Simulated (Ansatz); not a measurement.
# C3H9FGeO: up Jacob's ladder to CCSD(T)

Aim: compute C3H9FGeO with functionals from several rungs and with coupled cluster. The yardstick is the atomisation energy at the CCSD(T) limit.

Method: functionals in def2-TZVPP, the program's frozen cores in correlated methods; program: Ansatz 0.2.0, Gaussian basis.

The runs, in order: LDA (SPW92), PBE-D4, revPBE-D4, BLYP-D4, r2SCAN-D4, B97M-V, PBE0-D4, B3LYP-D4, r2SCANh-D4, r2SCAN0-D4, HSE06-D4, BHLYP-D4, CAM-B3LYP-D4, LC-ωPBE, ωB97X-V, ωB97M-V, B2PLYP, PBE-QIDH; CCSD(T)/def2-SVP; CCSD(T)/def2-TZVPP; MP2/def2-QZVPP; extrapolation to the limit; RPA on PBE.

### Step 1. Structure used throughout

An earlier PBE0-D4 in a triple-zeta def2 set relaxation fixed the geometry.

SMILES `CC(C)[O][GeH2][F]`, 15 atoms, charge 0, spin multiplicity 1.

Atoms are counted from 1 here; the program's logs count them from 0.

Bond lengths: C1–C2 1.516 Å, C1–H7 1.093 Å, C1–H8 1.093 Å, C1–H9 1.092 Å, C2–C3 1.513 Å, C2–O4 1.427 Å, C2–H10 1.102 Å, C3–H11 1.093 Å, C3–H12 1.092 Å, C3–H13 1.091 Å, O4–Ge5 1.754 Å, Ge5–F6 1.743 Å, Ge5–H14 1.527 Å, Ge5–H15 1.536 Å. Angles: C2–C1–H7 110.6°, C2–C1–H8 109.9°, C2–C1–H9 111.1°, H7–C1–H8 108.5°, H7–C1–H9 108.5°, H8–C1–H9 108.2°, C1–C2–C3 112.5°, C1–C2–O4 110.1°, C1–C2–H10 108.8°, C3–C2–O4 107.4°, C3–C2–H10 108.6°, O4–C2–H10 109.3°, C2–C3–H11 109.9°, C2–C3–H12 110.7°, C2–C3–H13 110.7°, H11–C3–H12 108.5°, H11–C3–H13 108.3°, H12–C3–H13 108.6° and more.

### Step 2. LDA

This LDA is Slater exchange with PW92 correlation.

Contents of in.yaml:

```yaml
crystal:
  periodic: [false, false, false]
  atoms:
    - {symbol: C, position_ang: [-0.167377, -0.531962, 1.448328]}
    - {symbol: C, position_ang: [0.448677, -0.212070, 0.101061]}
    - {symbol: C, position_ang: [1.287502, -1.350249, -0.436630]}
    - {symbol: O, position_ang: [-0.575839, 0.052279, -0.857087]}
    - {symbol: Ge, position_ang: [-1.212197, 1.673114, -1.066516]}
    - {symbol: F, position_ang: [-2.166813, 2.078003, 0.334126]}
    - {symbol: H, position_ang: [0.610717, -0.741482, 2.186428]}
    - {symbol: H, position_ang: [-0.811153, -1.410900, 1.363715]}
    - {symbol: H, position_ang: [-0.773000, 0.301027, 1.810388]}
    - {symbol: H, position_ang: [1.089505, 0.678122, 0.205258]}
    - {symbol: H, position_ang: [0.666929, -2.239986, -0.568430]}
    - {symbol: H, position_ang: [2.097742, -1.591953, 0.255003]}
    - {symbol: H, position_ang: [1.721120, -1.087902, -1.403201]}
    - {symbol: H, position_ang: [-2.162422, 1.627325, -2.260796]}
    - {symbol: H, position_ang: [-0.075191, 2.705634, -1.082445]}
basis:
  gaussian: {orbitals: def2-TZVPP}
hamiltonian: {xc: lda}
output: {orbitals: {seedname: orbitals}}
```

On the command line:

```
ansatz run in.yaml --threads 2 --pin off --events-out ev --progress --plain --max-ram 20480MiB --backend cpu
```

The runs that follow: PBE-D4 (GGA); revPBE-D4 (GGA); BLYP-D4 (GGA); r2SCAN-D4 (meta-GGA); B97M-V (meta-GGA); B3LYP-D4 (hybrid); r2SCANh-D4 (hybrid); r2SCAN0-D4 (hybrid); HSE06-D4 (hybrid); BHLYP-D4 (hybrid); CAM-B3LYP-D4 (range-separated); LC-ωPBE (range-separated); ωB97X-V (range-separated); ωB97M-V (range-separated); B2PLYP (double hybrid); PBE-QIDH (double hybrid); CCSD(T) in def2-SVP; CCSD(T) in def2-TZVPP; MP2 in def2-QZVPP; RPA on PBE orbitals.

**Question.** What will the summary of the whole plan be? Wanted: atomisation energy, CCSD(T)/CBS; farthest beyond LDA; mean size of error, GGA; mean size of error, meta-GGA; mean size of error, hybrid; mean size of error, range-separated; mean size of error, double hybrid; gap, smallest and largest; T1 diagnostic.

**Answer**, as computed:

| quantity | value |
| --- | --- |
| atomisation energy, CCSD(T)/CBS | 5624.9 kJ/mol |
| functionals within 56.2 kJ/mol (1.0 %) | BLYP-D4, r2SCAN-D4, B97M-V, PBE0-D4, B3LYP-D4, r2SCANh-D4, HSE06-D4, CAM-B3LYP-D4, LC-ωPBE, ωB97X-V, ωB97M-V, PBE-QIDH |
| farthest beyond LDA | BHLYP-D4 (-177.8 kJ/mol) |
| mean size of error, GGA | 60.6 kJ/mol |
| mean size of error, meta-GGA | 4.1 kJ/mol |
| mean size of error, hybrid | 62.0 kJ/mol |
| mean size of error, range-separated | 14.9 kJ/mol |
| mean size of error, double hybrid | 58.5 kJ/mol |
| gap, smallest and largest | 6.18 eV (LDA (SPW92)), 13.80 eV (LC-ωPBE) |
| T1 diagnostic | 0.0117 |
| triples share of the correlation energy | 3.5 % |

What this shows: LDA overbinds by 787.1 kJ/mol (14 %). PBE-D4 misses by +67.0 kJ/mol. Double hybrids carry the basis error of their MP2 part in triple zeta, and no dispersion term here, so their miss is partly the set-up's. The rungs meta-GGA, range-separated miss on average by less than the doubt on the reference (56.2 kJ/mol), so they tie. The reference freezes the cores and leaves out relativity and excitations past (T), and its outer-core shells are covered unevenly, so misses under about 56.2 kJ/mol can't be ranked. Hartree-Fock recovers 73 % of the binding; the rest is correlation. CCSD(T) in def2-SVP is off by -267.5 kJ/mol, so the small basis spoils what the method gains. Orbital gaps span 6.2 to 13.8 eV; exact exchange widens them. Correlated methods include outer-core shells of Ge, which these sets cover unevenly.
